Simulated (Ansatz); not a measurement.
# InH₄− (singlet): the correlation ladder at a displaced geometry (v1), def2-SVPD

Aim: climb from Hartree-Fock through coupled cluster and multireference methods for InH₄− (singlet) at one geometry and basis, and see what each rung misses.

Computed with Ansatz 0.2.0, Gaussian basis. Level: def2-SVPD, core rule «outside noble gas», up to 9 orbitals frozen.

Plan: UHF; CCSD(T) on RHF; BCCD(T) on RHF; CISD; CCSDT(Q) on RHF; CASSCF and MRCISD+Q, 8 electrons in 8 orbitals; CASSCF and NEVPT2, 8 electrons in 8 orbitals.

17 further runs of the same task are left out: 2 for a known fault of the program, 6 that didn't finish, 9 set aside as unsound or not needed.

## 1. What is computed

The geometry is a PBE0/def2-TZVPD stationary point (not a proven minimum) with its atoms shifted at random (size 0.040 Å). No spin-orbit coupling is included. Elements past krypton take def2 core potentials.

5 atoms, charge -1, spin multiplicity 1.

Atoms are counted from 1 here; the program's logs count them from 0.

Bond lengths: In1–H2 1.769 Å, In1–H3 1.702 Å, In1–H4 1.821 Å, In1–H5 1.779 Å. Angles: H2–In1–H3 109.8°, H2–In1–H4 111.3°, H2–In1–H5 112.7°, H3–In1–H4 108.1°, H3–In1–H5 108.8°, H4–In1–H5 106.0°.

## 2. UHF

in.yaml reads:

```yaml
crystal:
  periodic: [false, false, false]
  atoms:
    - {symbol: In, position_ang: [0.000911, -0.000033, 0.001394]}
    - {symbol: H, position_ang: [1.030877, 1.014624, 1.021041]}
    - {symbol: H, position_ang: [-0.982759, -0.987666, 0.978427]}
    - {symbol: H, position_ang: [-1.085535, 1.011120, -1.053370]}
    - {symbol: H, position_ang: [0.933680, -1.034301, -1.104860]}
basis:
  gaussian: {orbitals: def2-SVPD}
total_charge: -1
magnetization: {spin_polarized: true, initial_magnetization: 0}
hamiltonian: {xc: hf}
output: {orbitals: {seedname: orbitals}}
```

Started as:

```bash
> ansatz run in.yaml --threads 1 --pin off --events-out ev --progress --plain --max-ram 2393MiB
```

After this run come: CCSD(T) on RHF; BCCD(T) on RHF; CISD; CCSDT(Q) on RHF; CASSCF and MRCISD+Q, 8 electrons in 8 orbitals; CASSCF and NEVPT2, 8 electrons in 8 orbitals.

Before running them: what should the planned runs give, taken together? Wanted: RCCSDT(Q) below the RHF energy; RMP2 from RCCSDT(Q); RCCSD from RCCSDT(Q); RCCSD(T) from RCCSDT(Q); NEVPT2 valence from RCCSDT(Q); MRCISD+Q valence from RCCSDT(Q); T1 diagnostic; effectively unpaired electrons.

The runs gave:

| quantity | value |
| --- | --- |
| RCCSDT(Q) below the RHF energy | -3.7452 eV |
| RMP2 from RCCSDT(Q) | +911.9 meV |
| RCCSD from RCCSDT(Q) | +77.4 meV |
| RCCSD(T) from RCCSDT(Q) | +18.4 meV |
| NEVPT2 valence from RCCSDT(Q) | +759.1 meV |
| MRCISD+Q valence from RCCSDT(Q) | -34.8 meV |
| levels within 1 kcal/mol (43 meV) | RCCSD(T), BCCD(T), RCCSDT, MRCISD+Q valence |
| T1 diagnostic | 0.010 |
| effectively unpaired electrons | 0.02 |

What this shows: RCCSD(T) misses by +18.4 meV, 0.5 % of the correlation energy. One determinant dominates. Of the multireference levels listed MRCISD+Q valence comes nearest in total energy (-34.8 meV), which doesn't show that its space is the better one. These misses are within one basis, not against nature.
